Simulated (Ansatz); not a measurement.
**Cl− with CH₂O: structure and interaction energy**

One table from this session's results is given with a row withheld; the runs are named, their logs left out.

Method: PBE0-D4 structure, single points in def2-TZVPPD; program: Ansatz 0.2.0, Gaussian basis.

Levels: PBE-D4, revPBE-D4, BLYP-D4, r2SCAN-D4, B97M-V, PBE0-D4, B3LYP-D4, HSE06-D4, wB97X-V, wB97M-V, B2PLYP, Hartree-Fock, MP2, CCSD, CCSD(T). The reference is CCSD(T) extrapolated to the basis limit.

Cores are frozen in the correlated methods. B3LYP uses VWN-RPA correlation. B2PLYP carries no dispersion term here.

163 further runs of the same task are left out: 163 set aside as unsound or not needed.

## The system as given

The pair, from a GFN2-xTB docking trial: 5 atoms, charge -1, spin multiplicity 1.

Atoms are counted from 1 here; the program's logs count them from 0.

Bond lengths: C2–O3 1.225 Å, C2–H4 1.108 Å, C2–H5 1.106 Å. Angles: O3–C2–H4 121.1°, O3–C2–H5 121.0°, H4–C2–H5 112.3°.

Geometry (Å):

```xyz
5

Cl    0.0188   -0.0530   -1.8529
C    -0.0253    0.0178    0.3458
O    -1.0982    0.4302    0.7696
H     0.2320   -1.0587    0.3916
H     0.8727    0.6637    0.3459
```

Atoms 1 to 1 are fragment A (Cl−), the rest fragment B (CH₂O).

The first run:

pre/in.yaml reads:

```yaml
crystal:
  periodic: [false, false, false]
  atoms:
    - {symbol: Cl, position_ang: [0.018800, -0.053000, -1.852900]}
    - {symbol: C, position_ang: [-0.025300, 0.017800, 0.345800]}
    - {symbol: O, position_ang: [-1.098200, 0.430200, 0.769600]}
    - {symbol: H, position_ang: [0.232000, -1.058700, 0.391600]}
    - {symbol: H, position_ang: [0.872700, 0.663700, 0.345900]}
basis:
  gaussian: {orbitals: def2-SVPD}
total_charge: -1
hamiltonian: {xc: pbe, dispersion: d4}
relax: {f_tol: 0.03, max_steps: 250}
```

Launch:

```console
$ ansatz run in.yaml --threads 2 --pin off --events-out ev --progress --plain --max-ram 5222MiB
```

Among the steps run: A first relaxation in a small basis; Relaxation at PBE0-D4; wB97X-V/def2-TZVPPD; wB97M-V/def2-TZVPPD; B2PLYP/def2-TZVPPD; B97M-V/def2-TZVPPD; CCSD(T)/def2-TZVPPD; MP2/def2-QZVPPD; Hartree-Fock/STO-3G; SPW92/def2-SVP; wB97M-V/def2-SVP; CCSD(T)/def2-SVP; Vibrations of the pair.

One table of the session follows, with a row left open; its other results are not shown here.

| method | interaction (kcal/mol) |
| --- | --- |
| PBE-D4 | -14.22 |
| revPBE-D4 | -13.76 |
| BLYP-D4 | -13.30 |
| r2SCAN-D4 | -13.83 |
| B97M-V | -12.81 |
| PBE0-D4 | -13.11 |
| B3LYP-D4 | -12.70 |
| HSE06-D4 | -13.14 |
| wB97X-V | -11.61 |
| wB97M-V | -11.69 |
| B2PLYP | ? |
| Hartree-Fock | -8.39 |
| MP2 | -10.35 |
| CCSD | -9.68 |
| CCSD(T) | -10.10 |
| CCSD(T)/CBS | -11.21 |

Estimate the missing values for B2PLYP.

**Answer.** interaction (kcal/mol): -10.71. In the column «interaction (kcal/mol)» it lies between CCSD(T)/CBS (-11.21) and MP2 (-10.35).
